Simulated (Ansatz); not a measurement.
# SiAsH₄+ (triplet): the correlation ladder, cc-pVDZ

One table from this session's results is given with a row withheld; the runs are named, their logs left out.

Program: Ansatz 0.2.0, Gaussian basis. Level of theory: cc-pVDZ, core rule «outside noble gas», up to 19 orbitals frozen. These are calculated values, not measurements.

The runs, in order: UHF; CCSD(T) on ROHF; CCSD(T) on UHF; BCCD(T) on ROHF; CISD; CCSDT(Q) on ROHF; CCSDT(Q) on UHF.

23 further runs of the same task are left out: 1 for a known fault of the program, 8 that didn't finish, 14 set aside as unsound or not needed.

## The system

The geometry is a PBE0/def2-TZVP stationary point (not a proven minimum) of the parent state, kept for this charge and spin. No spin-orbit coupling is included. The filled d shell of As may be among the frozen orbitals whatever the setting's name suggests; the logs give the count.

6 atoms, charge 1, spin multiplicity 3.

Atoms are counted from 1 here; the program's logs count them from 0.

Bond lengths: Si1–As2 2.356 Å, Si1–H3 1.492 Å, Si1–H4 1.492 Å, As2–H5 1.521 Å, As2–H6 1.521 Å. Angles: As2–Si1–H3 109.0°, As2–Si1–H4 109.0°, H3–Si1–H4 108.3°, Si1–As2–H5 93.9°, Si1–As2–H6 93.9°, H5–As2–H6 93.1°.

The first run:

Contents of in.yaml:

```yaml
crystal:
  periodic: [false, false, false]
  atoms:
    - {symbol: Si, position_ang: [-0.124629, 0.000001, 1.681959]}
    - {symbol: As, position_ang: [0.057778, 0.000000, -0.667422]}
    - {symbol: H, position_ang: [0.561776, -1.209969, 2.222531]}
    - {symbol: H, position_ang: [0.561775, 1.209971, 2.222530]}
    - {symbol: H, position_ang: [-0.972792, -1.104005, -0.850585]}
    - {symbol: H, position_ang: [-0.972793, 1.104003, -0.850586]}
basis:
  gaussian: {orbitals: cc-pVDZ}
total_charge: 1
magnetization: {spin_polarized: true, initial_magnetization: 2}
hamiltonian: {xc: hf}
output: {orbitals: {seedname: orbitals}}
```

Run with:

```sh
$ ansatz run in.yaml --threads 1 --pin off --events-out ev --progress --plain --max-ram 2393MiB
```

Among the steps run: UHF; CCSD(T) on ROHF; CCSD(T) on UHF; BCCD(T) on ROHF; CISD; CCSDT(Q) on ROHF; CCSDT(Q) on UHF.

One table of the session follows, with a row left open; its other results are not shown here.

```
   method  from UCCSDT(Q) (kcal/mol)
     ROHF                    +141.98
      UHF                    +139.48
     RMP2                     +31.70
     UMP2                     +31.46
     CISD                     +16.02
    RCCSD                      +4.63
    UCCSD                      +4.50
 RCCSD(T)                          ?
 UCCSD(T)                      +0.97
  BCCD(T)                      +1.02
   RCCSDT                      +0.22
   UCCSDT                      +0.14
RCCSDT(Q)                      +0.09
UCCSDT(Q)                          0
```

**Question.** Estimate the row for RCCSD(T).

The run gave: from UCCSDT(Q) (kcal/mol): +1.04. In the column «from UCCSDT(Q) (kcal/mol)» it lies between BCCD(T) (+1.02) and UCCSD (+4.50).

To keep in mind: Restricted and unrestricted rows rest on different reference determinants; where their highest levels disagree by more than a few hundredths of an eV, they describe different states and don't form one ladder.
